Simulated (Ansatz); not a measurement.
# FeNiPt2: how the settings move a single-point run

Question: which choices in the input matter for FeNiPt2?

Computed with Ansatz 0.2.0 (reference: DFT, PBEsol, PAW with Ansatz's default frozen-core files, scalar-relativistic, unless a step's input says otherwise).

**1. The system as given**

Symmetry: P4/mmm, No. 123, tetragonal system. Conventional cell: a = 3.858 Å, b = 3.858 Å, c = 3.640 Å, α = 90.00°, β = 90.00°, γ = 90.00°. Fe (site symmetry 4/mmm) has 8 Pt at 2.65 Å and 4 Ni at 2.73 Å in its first shell of neighbours. Around Ni (site symmetry 4/mmm) lie 8 Pt at 2.65 Å and 4 Fe at 2.73 Å. Around Pt (site symmetry mmm) lie 4 Fe at 2.65 Å and 4 Ni at 2.65 Å and 4 Pt at 2.73 Å.

Coordinates:

```
CELL_PARAMETERS angstrom
3.85791 0.00000 0.00000
0.00000 3.85791 0.00000
0.00000 0.00000 3.63963
ATOMIC_POSITIONS crystal
Fe 0.00000 0.00000 0.00000
Ni 0.50000 0.50000 0.00000
Pt 0.50000 0.00000 0.50000
Pt 0.00000 0.50000 0.50000
```

**2. The reference run**

The input, input.yaml:

```yaml
crystal:
  lattice:
    - [3.8579134, 0.0, 0.0]
    - [0.0, 3.8579134, 0.0]
    - [0.0, 0.0, 3.63962714]
  atoms:
    - { symbol: Fe, position: [0.0, 0.0, 0.0], spin: 3.0 }
    - { symbol: Ni, position: [0.5, 0.5, 0.0], spin: 1.5 }
    - { symbol: Pt, position: [0.5, 0.0, 0.5], spin: 0.6 }
    - { symbol: Pt, position: [0.0, 0.5, 0.5], spin: 0.6 }
magnetization:
  spin_polarized: true
kpoints:
  mp_grid: { grid: [8, 8, 8] }
scf:
  occupations: { method: fermi_dirac, width: 0.03 }
  lower_state_search: "off"
hamiltonian:
  xc: pbesol
  pseudopotentials: { kind: paw }
output:
  forces: true
  stress: true
  eigenvalues: true
  populations: true
```

The run is started by

```console
$ ansatz run input.yaml --threads 2 --pin off --max-ram 6144MiB --backend cpu --events-out ev --progress --plain --runs-dir out
```

**3. Changing settings: occupations.method tetrahedron_uncorrected, xc lda, width left out**

Changes to input.yaml since step 2:

```diff
@@ -15,6 +15,6 @@
 scf:
-  occupations: { method: fermi_dirac, width: 0.03 }
+  occupations: { method: tetrahedron_uncorrected }
   lower_state_search: "off"
 hamiltonian:
-  xc: pbesol
+  xc: lda
   pseudopotentials: { kind: paw }
```

What does the calculation give? Wanted: for each run, ending; energy change; pressure; abs. moment; force.

The runs gave:

```csv
run,ending,energy change,pressure (GPa),abs. moment (μB),force (eV/Å),cycles,time
reference,converged,-,-5.8,5.05,0.00,19,16 s
"1: occupations.method tetrahedron_uncorrected, xc lda, width left out",converged,not comparable,-12.2,4.72,0.00,19,15 s
```

Residual by cycle in the longest SCF loop of each run; runs are numbered as in the table. The quantity is the density residual dr2, in eV.

```csv
cycle,reference,run 1
1,54.7,60.6
3,5.72,9.6
4,6.25,7.72
6,0.315,0.593
8,0.00555,0.0067
9,0.0175,0.0481
11,0.138,0.00101
12,0.00264,0.0046
14,0.00627,2.0e-4
16,8.6e-5,6.1e-6
17,9.4e-6,7.6e-6
19,1.9e-8,3.0e-8
```

What this shows: A change of functional puts the total energy on another scale; the pressure goes from -5.8 to -12.2 GPa and the absolute moment goes from 5.05 to 4.72 μB. The smearing changed too.
